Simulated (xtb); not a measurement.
**One shape, several levels: CH4Cl2NSi (SMILES CN[Si](Cl)Cl)**

Aim: a comparison of 3 runs (GFN2-xTB, GFN0-xTB, GFN1-xTB) of CH4Cl2NSi. 

The results are computed with xtb 6.7.1.

5 further runs of the same task are left out: 1 that didn't finish, 4 set aside as unsound or not needed.

## (1) The molecule

CH4Cl2NSi: 9 atoms, total charge 0, spin state doublet. SMILES: `CN[Si](Cl)Cl`. The shape was relaxed beforehand at GFN2-xTB. This is one conformer, not always the lowest.

Bond lengths: C1–N2 1.444 Å, N2–Si3 1.723 Å, Si3–Cl4 2.035 Å, Si3–Cl5 2.037 Å, C1–H6 1.087 Å, C1–H7 1.091 Å, C1–H8 1.094 Å, N2–H9 1.010 Å. Some angles: C1–N2–Si3 124.9°, N2–Si3–Cl4 106.4°, N2–Si3–Cl5 104.8°, Cl4–Si3–Cl5 111.1°, C1–N2–H9 112.0°, Si3–N2–H9 117.4°, N2–C1–H6 109.0°, N2–C1–H7 109.4°, N2–C1–H8 112.4°, H6–C1–H7 108.9°.

## (2) The charge distribution at GFN2-xTB (ALPB benzene) (run 1)

The input, detailed.inp:

```
$chrg 0
$spin 1
$end
```

The input, coord:

```
$coord angs
    -0.1162580    -1.2076280     0.3756390  C
     0.3388200     0.1628510     0.3901410  N
    -0.4435410     1.4697320    -0.4157250  Si
    -0.7675180     0.8549930    -2.3282410  Cl
     0.9012850     2.9987010    -0.3534660  Cl
    -0.5953700    -1.4123190    -0.5788800  H
     0.7389750    -1.8748030     0.4910260  H
    -0.8314080    -1.4170390     1.1767330  H
     0.8636140     0.3793110     1.2256730  H
$end
```

Run with:

```console
$ xtb coord --alpb benzene -I detailed.inp --dipole --ceh > xtb.out 2> xtb.err
```

What it wrote:

```text
* xtb version 6.7.1
[...]
      * Solvation model:               ALPB
        Solvent                        benzene
[...]
        Solvent mass                       7.8110E+01 g/mol
[...]
          :  # basis functions                  42          :
[...]
          :  # electrons                        31          :
[...]
          :  Hamiltonian                  GFN2-xTB          :
[...]
          :  net charge                          0          :
          :  unpaired electrons                  1          :
[...]
   *** convergence criteria satisfied after 16 iterations ***
[...]
         ::                     SUMMARY                     ::
         :::::::::::::::::::::::::::::::::::::::::::::::::::::
         :: total energy             -17.984473984426 Eh    ::
         :: total w/o Gsasa/hb       -17.979439500993 Eh    ::
         :: gradient norm              0.007341159910 Eh/a0 ::
         :: HOMO-LUMO gap              3.961413413205 eV    ::
         ::.................................................::
         :: SCC energy               -18.093195483855 Eh    ::
         :: -> isotropic ES            0.028520666020 Eh    ::
         :: -> anisotropic ES         -0.001981496247 Eh    ::
         :: -> anisotropic XC          0.002783856033 Eh    ::
         :: -> dispersion             -0.007146326441 Eh    ::
         :: -> Gsolv                  -0.007531889370 Eh    ::
         ::    -> Gelec               -0.002497405937 Eh    ::
         ::    -> Gsasa               -0.009708932059 Eh    ::
         ::    -> Ghb                  0.000000000000 Eh    ::
         ::    -> Gshift               0.004674448626 Eh    ::
[...]
        16        1.0000           -0.3197488              -8.7008 (HOMO)
        17                         -0.1741695              -4.7394 (LUMO)
[...]
     #   Z          covCN         q      C6AA      α(0)
     1   6 C        3.707    -0.042    21.463     6.622
     2   7 N        2.589    -0.267    26.935     7.708
     3  14 Si       2.454     0.488   176.402    29.034
     4  17 Cl       0.806    -0.240   106.644    15.798
     5  17 Cl       0.806    -0.270   107.646    15.872
     6   1 H        0.925     0.052     2.290     2.367
     7   1 H        0.924     0.059     2.216     2.328
     8   1 H        0.924     0.046     2.365     2.405
     9   1 H        0.861     0.174     1.249     1.751
[...]
          | TOTAL ENERGY              -17.984473984426 Eh   |
          | GRADIENT NORM               0.007341159910 Eh/α |
          | HOMO-LUMO GAP               3.961413413205 eV   |
           -------------------------------------------------
[...]
```

Standard error:

```text
normal termination of xtb
```

Run time: 0.034 s. Hardware: 1 thread of Intel Xeon 6975P-C (Granite Rapids), shared host.

Atomic charges (e):

| atom | Mulliken | Ceh |
| --- | --- | --- |
| C1 | -0.042 | -0.036 |
| N2 | -0.267 | -0.232 |
| Si3 | +0.488 | +0.287 |
| Cl4 | -0.240 | -0.104 |
| Cl5 | -0.270 | -0.107 |
| H6 | +0.052 | +0.043 |
| H7 | +0.059 | +0.038 |
| H8 | +0.046 | +0.024 |
| H9 | +0.174 | +0.086 |

## (3) Energy and forces at GFN0-xTB (run 2)

The input, start.xyz:

```xyz
9
start
C     -0.116258    -1.207628     0.375639
N      0.338820     0.162851     0.390141
Si    -0.443541     1.469732    -0.415725
Cl    -0.767518     0.854993    -2.328241
Cl     0.901285     2.998701    -0.353466
H     -0.595370    -1.412319    -0.578880
H      0.738975    -1.874803     0.491026
H     -0.831408    -1.417039     1.176733
H      0.863614     0.379311     1.225673
```

Run with:

```console
$ xtb start.xyz --uhf 1 --gfn0 --grad | tee xtb.out
```

What it wrote:

```text
* xtb version 6.7.1
[...]
[WARNING] Please study the warnings concerning your input carefully
-1- prog_main_parseArguments: The use of '--gfn0' is discouraged, please use '--gfn 0' next time
########################################################################
[...]
          :  # basis functions                  46          :
[...]
          :  # electrons                        31          :
[...]
 Zeroth order Hamiltonian       ...        0 min,  0.000 sec ( 10.767%)
[...]
         ::                     SUMMARY                     ::
         :::::::::::::::::::::::::::::::::::::::::::::::::::::
         :: total energy             -17.653968168740 Eh    ::
         :: gradient norm              0.013330044875 Eh/a0 ::
         :: HOMO-LUMO gap              2.810070383661 eV    ::
         ::.................................................::
         :: H0 energy                -17.623276079890 Eh    ::
         :: repulsion energy           0.126555057969 Eh    ::
         :: electrostat energy        -0.141610522599 Eh    ::
         :: -> Gsolv                   0.000000000000 Eh    ::
         ::    -> Gsasa                0.000000000000 Eh    ::
         ::    -> Gshift               0.000000000000 Eh    ::
         :: dispersion energy         -0.002951744395 Eh    ::
         :: short-range corr.         -0.012684879825 Eh    ::
         :: add. restraining           0.000000000000 Eh    ::
         :: total charge              -0.000000000000 e     ::
         :::::::::::::::::::::::::::::::::::::::::::::::::::::
[...]
        16        1.0000           -0.3254824              -8.8568 (HOMO)
        17                         -0.2222142              -6.0468 (LUMO)
[...]
     #   Z          covCN         q      C6AA      α(0)
     1   6 C        3.707     0.081    21.656     6.729
     2   7 N        2.589    -0.973    49.314    10.513
     3  14 Si       2.454     0.709   190.549    29.458
     4  17 Cl       0.806    -0.255   105.118    15.672
     5  17 Cl       0.806    -0.254   105.074    15.668
     6   1 H        0.925     0.115     1.651     2.010
     7   1 H        0.924     0.101     1.779     2.086
     8   1 H        0.924     0.076     2.016     2.221
     9   1 H        0.861     0.399     0.480     1.085
[...]
          | TOTAL ENERGY              -17.653968168740 Eh   |
          | GRADIENT NORM               0.013330044875 Eh/α |
          | HOMO-LUMO GAP               2.810070383661 eV   |
           -------------------------------------------------
[...]
```

Standard error:

```text
normal termination of xtb
```

It took 0.026 s on 1 thread of Intel Xeon 6975P-C (Granite Rapids), shared host.

## (4) Energy and forces at GFN1-xTB (run 3)

The input, xcontrol:

```
$chrg 0
$spin 1
$end
```

The input, geom.xyz:

```xyz
9

C     -0.11625800    -1.20762800     0.37563900
N      0.33882000     0.16285100     0.39014100
Si    -0.44354100     1.46973200    -0.41572500
Cl    -0.76751800     0.85499300    -2.32824100
Cl     0.90128500     2.99870100    -0.35346600
H     -0.59537000    -1.41231900    -0.57888000
H      0.73897500    -1.87480300     0.49102600
H     -0.83140800    -1.41703900     1.17673300
H      0.86361400     0.37931100     1.22567300
```

Run with:

```console
$ xtb geom.xyz --json --gfn 1 --grad -I xcontrol | tee geom.out
```

What it wrote:

```text
* xtb version 6.7.1
[...]
          :  # basis functions                  46          :
[...]
          :  # electrons                        31          :
[...]
          :  Hamiltonian                  GFN1-xTB          :
[...]
          :  net charge                          0          :
          :  unpaired electrons                  1          :
[...]
   *** convergence criteria satisfied after 11 iterations ***
[...]
         ::                     SUMMARY                     ::
         :::::::::::::::::::::::::::::::::::::::::::::::::::::
         :: total energy             -17.917068789638 Eh    ::
         :: gradient norm              0.020701102992 Eh/a0 ::
         :: HOMO-LUMO gap              4.545735278715 eV    ::
         ::.................................................::
         :: SCC energy               -18.032075778170 Eh    ::
         :: -> electrostatic           0.017051657407 Eh    ::
         :: repulsion energy           0.119049613738 Eh    ::
         :: dispersion energy         -0.004042625206 Eh    ::
         :: halogen bond corr.         0.000000000000 Eh    ::
         :: add. restraining           0.000000000000 Eh    ::
         :: total charge               0.000000000000 e     ::
         :::::::::::::::::::::::::::::::::::::::::::::::::::::
[...]
        16        1.0000           -0.3179555              -8.6520 (HOMO)
        17                         -0.1509028              -4.1063 (LUMO)
[...]
     #   Z sym  total        # sym  WBO       # sym  WBO       # sym  WBO
 ---------------------------------------------------------------------------
     1   6 C    3.974 --     8 H    0.986     7 H    0.985     6 H    0.985
                             2 N    0.969
     2   7 N    3.269 --     3 Si   1.303     1 C    0.969     9 H    0.919
     3  14 Si   4.118 --     4 Cl   1.363     5 Cl   1.360     2 N    1.303
     4  17 Cl   1.452 --     3 Si   1.363
     5  17 Cl   1.441 --     3 Si   1.360
     6   1 H    1.016 --     1 C    0.985
     7   1 H    1.012 --     1 C    0.985
     8   1 H    1.010 --     1 C    0.986
     9   1 H    0.975 --     2 N    0.919
 ---------------------------------------------------------------------------
[...]
          | TOTAL ENERGY              -17.917068789638 Eh   |
          | GRADIENT NORM               0.020701102992 Eh/α |
          | HOMO-LUMO GAP               4.545735278715 eV   |
           -------------------------------------------------
[...]
```

Standard error:

```text
normal termination of xtb
```

It took 0.029 s on 1 thread of Intel Xeon 6975P-C (Granite Rapids), shared host.

## (5) The series

| run | level | task | energy (Eh) | dipole moment (D) | HOMO energy (eV) | LUMO energy (eV) | wall time |
| --- | --- | --- | --- | --- | --- | --- | --- |
| 1 | GFN2-xTB (ALPB benzene) | properties | -17.984474 | 3.14 | -8.70 | -4.74 | 0.034 s |
| 2 | GFN0-xTB | gradient | -17.653968 | 2.52 | -8.86 | -6.05 | 0.026 s |
| 3 | GFN1-xTB | gradient | -17.917069 | 3.07 | -8.65 | -4.11 | 0.029 s |

## (6) What came out

| quantity | value |
| --- | --- |
| run 3: total energy | -17.91707 Eh |
| run 3: dipole moment | 3.07 D |
| run 3: HOMO energy (partly filled) | -8.65 eV |
| run 3: LUMO energy | -4.11 eV |
| run 3: dispersion energy | -10.61 kJ/mol |
| run 3: largest force on an atom | 0.665 eV/Å |

The dipole moment (its size) runs from 2.52 D (GFN0-xTB) to 3.14 D (GFN2-xTB). The two ends differ in method and solvent. Force-field and semi-empirical energies have zeros of their own, so their totals don't compare. All runs together took 0.089 s, the longest 0.034 s.
